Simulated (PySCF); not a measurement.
# H6NNd (Nd(H)3(NH3)+): the cost of one run

Method: several levels, as the steps say, no spin–orbit coupling; program: PySCF 2.14.0.

1 further run of the same task is left out (for a known fault of the program).

## Step 1: Starting geometry

8 atoms, charge 1, spin multiplicity 1.

Bond lengths: Nd1–H2 1.908 Å, Nd1–H3 1.908 Å, Nd1–H4 1.908 Å, Nd1–N5 2.450 Å, N5–H6 1.029 Å, N5–H7 1.029 Å, N5–H8 1.029 Å. Angles: H2–Nd1–H3 112.1°, H2–Nd1–H4 112.1°, H2–Nd1–N5 106.7°, H3–Nd1–H4 112.1°, H3–Nd1–N5 106.7°, H4–Nd1–N5 106.7°, Nd1–N5–H6 113.6°, Nd1–N5–H7 113.6°, Nd1–N5–H8 113.6°, H6–N5–H7 105.0°, H6–N5–H8 105.0°, H7–N5–H8 105.0°.

Geometry (Å):

| atom | x (Å) | y (Å) | z (Å) |
| --- | --- | --- | --- |
| Nd1 | 0.1443 | -0.1443 | 0.1443 |
| H2 | 1.4655 | 0.9969 | 0.9138 |
| H3 | -0.9969 | -0.9138 | 1.4655 |
| H4 | 0.9138 | -1.4655 | -0.9969 |
| N5 | -1.2704 | 1.2704 | -1.2704 |
| H6 | -2.2550 | 1.2969 | -0.9738 |
| H7 | -0.9738 | 2.2550 | -1.2969 |
| H8 | -1.2969 | 0.9738 | -2.2550 |

Formal oxidation states: Nd +4. Each metal's 2 4f electrons lie in its core potential, so multiplicities, spins and levels count the valence alone. An earlier session relaxed this geometry at PBE0, Nd lcecp-2-SVP with ECP48, H def2-SVP, N def2-SVP (singlet, point group C3).

At PBE0 on the finer grid: E = -97.906849 Eh, frontier levels not given, since the 4f levels lie in the core, Mulliken charge on Nd1 +1.24 e, largest force component 0.003 eV/Å. 

Levels to run: BP86; HF; PBE0, TZVP. Hardware: 2 threads of Intel Xeon at 2.50GHz (Skylake/Cascade Lake), shared host.

## Step 2: BP86

run.py (the lines that set the calculation)

```python
mol = gto.M(atom='''
Nd     0.14428    -0.14428     0.14428
H      1.46554     0.99686     0.91378
H     -0.99686    -0.91378     1.46554
H      0.91378    -1.46554    -0.99686
N     -1.27041     1.27041    -1.27041
H     -2.25504     1.29690    -0.97383
H     -0.97383     2.25504    -1.29690
H     -1.29690     0.97383    -2.25504''',
    basis={'Nd': 'lcecp-2-SVP', 'H': 'def2-SVP', 'N': 'def2-SVP'},
    ecp={'Nd': 'lcecp-2-SVP'},
    charge=1, spin=0)
mf = dft.RKS(mol, xc='B88,P86')
mf.grids.atom_grid = (75, 302)  # f atoms: unpruned, at least (60, 302)
mf = mf.density_fit()  # fitting sets: Nd AutoAux, H def2-universal-JKFIT, N def2-universal-JKFIT
mf.conv_tol = 1e-08; mf.max_cycle = 55
mf.kernel(dm0)  # dm0: the density of the relaxed state
```

Launch:

```
$ OMP_NUM_THREADS=2 python run.py
```

**Question.** How long does this run take on 2 threads of Intel Xeon at 2.50GHz (Skylake/Cascade Lake), shared host?

About 15 s.
